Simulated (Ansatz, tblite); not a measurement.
**The cluster In9P8+: a ladder of methods and basis sets**

The task here is to estimate one member of a computed series from the others.

The runs use Ansatz 0.2.0, Gaussian basis; as each input shows.

The runs, in order: GFN1-xTB, GFN2-xTB, PBE-D4/def2-TZVP, r2SCAN-D4/def2-TZVP, LDA/def2-TZVP, PBE-D4/def2-SVP, PBE0-D4/def2-SVP, MP2/def2-SVP, RPA/def2-SVP.

2 further runs of the same task are left out: 2 set aside as unsound or not needed.

**The structure**

The geometry is that of the singlet, from an earlier relaxation (PBE-D4/def2-SVP). At that level it is the lowest of the isomers that a small search found.

17 atoms, charge 1, spin multiplicity 1.

Bond lengths: In1–In6 3.284 Å, In1–P16 2.807 Å, In2–In6 3.064 Å, In2–P16 2.850 Å, In2–P17 2.857 Å, In4–P12 2.806 Å, In4–P13 2.967 Å, In5–In9 3.230 Å, In5–P17 2.920 Å, In6–P12 2.720 Å, In6–P14 2.886 Å, In7–In8 3.112 Å, In7–P15 2.838 Å, In8–P12 2.923 Å, In8–P17 2.883 Å, In9–P16 2.735 Å, P10–P11 2.242 Å, P10–P14 2.263 Å and more. Angles: In6–In1–P16 74.5°, In6–In2–P16 77.5°, In6–In2–P17 62.8°, P16–In2–P17 80.2°, P12–In4–P13 45.6°, In9–In5–P17 61.2°, In1–In6–In2 78.2°, In1–In6–P12 142.7°, In1–In6–P14 61.4°, In2–In6–P12 132.9°, In2–In6–P14 114.8°, P12–In6–P14 83.9°, In8–In7–P15 118.3°, In7–In8–P12 60.2°, In7–In8–P17 66.0°, P12–In8–P17 82.2°, In5–In9–P16 127.2°, P11–P10–P14 101.8° and more.

In takes a core potential in the def2 sets. No spin-orbit coupling is included. The ion is computed in the gas phase, without counter-ions or solvent.

PBE0-D4/def2-TZVP was run before; its log isn't repeated, and its numbers join the tables.

The first run:

Tight binding, by tblite at 300 K electronic temperature and without a spin-polarisation term:

```python
tblite.interface.Calculator('GFN1-xTB', numbers, positions, charge=1, uhf=0).singlepoint()
```

Tight binding, by tblite at 300 K electronic temperature and without a spin-polarisation term:

```python
tblite.interface.Calculator('GFN2-xTB', numbers, positions, charge=1, uhf=0).singlepoint()
```

start.molden holds the orbitals of an earlier run on this state, given as this run's starting guess.

in.yaml

```yaml
crystal:
  periodic: [false, false, false]
  atoms:
    - {symbol: In, position_ang: [-0.937140, 1.232090, -3.839388]}
    - {symbol: In, position_ang: [-3.479991, 0.441560, -0.845060]}
    - {symbol: In, position_ang: [3.301059, -1.736802, -1.691091]}
    - {symbol: In, position_ang: [3.368994, 3.610817, 0.858164]}
    - {symbol: In, position_ang: [-1.620870, -3.025778, 2.485054]}
    - {symbol: In, position_ang: [-0.834937, 1.974593, -0.642178]}
    - {symbol: In, position_ang: [0.765523, 0.078159, 3.313958]}
    - {symbol: In, position_ang: [-1.672475, 1.927787, 2.745912]}
    - {symbol: In, position_ang: [-2.554465, -2.896612, -0.604360]}
    - {symbol: P, position_ang: [0.326742, -1.336562, -1.786365]}
    - {symbol: P, position_ang: [0.107276, -1.699221, 0.415045]}
    - {symbol: P, position_ang: [0.880406, 2.440652, 1.417096]}
    - {symbol: P, position_ang: [2.138119, 0.973120, 0.280696]}
    - {symbol: P, position_ang: [1.433508, 0.636849, -1.823623]}
    - {symbol: P, position_ang: [2.123560, -1.073277, 1.103666]}
    - {symbol: P, position_ang: [-1.745795, -1.099457, -2.501194]}
    - {symbol: P, position_ang: [-1.599552, -0.447908, 1.113667]}
basis:
  gaussian: {orbitals: def2-TZVP, fitting: {mean_field: def2-universal-jkfit}, initial_orbitals: start.molden}
total_charge: 1
hamiltonian: {xc: pbe, dispersion: d4}
scf: {omitted_lower_state_checks: [starts]}
output: {forces: true, orbitals: {seedname: orbitals}}
```

On the command line:

```bash
$ ansatz run in.yaml --threads 2 --pin off --events-out ev --progress --plain --max-ram 32768MiB --backend cuda --devices 0, --max-vram 18GiB
```

Steps of the session up to this table: PBE-D4/def2-TZVP; r2SCAN-D4/def2-TZVP; LDA/def2-TZVP; PBE-D4/def2-SVP; PBE0-D4/def2-SVP; MP2/def2-SVP; RPA/def2-SVP.

One table of the session follows, with a row left open; its other results are not shown here.

```
              level  HOMO (eV)  LUMO (eV)  gap (eV)
      LDA/def2-TZVP      -7.50      -6.12      1.38
    PBE-D4/def2-SVP      -7.32      -5.85      1.47
   PBE-D4/def2-TZVP      -7.28      -5.84      1.44
r2SCAN-D4/def2-TZVP          ?          ?         ?
   PBE0-D4/def2-SVP      -8.00      -5.34      2.66
  PBE0-D4/def2-TZVP      -7.96      -5.33      2.62
```

Q: Estimate the row for r2SCAN-D4/def2-TZVP from the others.

The run gave: HOMO (eV): -7.48; LUMO (eV): -5.84; gap (eV): 1.64. In the column «HOMO (eV)» it lies between LDA/def2-TZVP (-7.50) and PBE-D4/def2-SVP (-7.32).
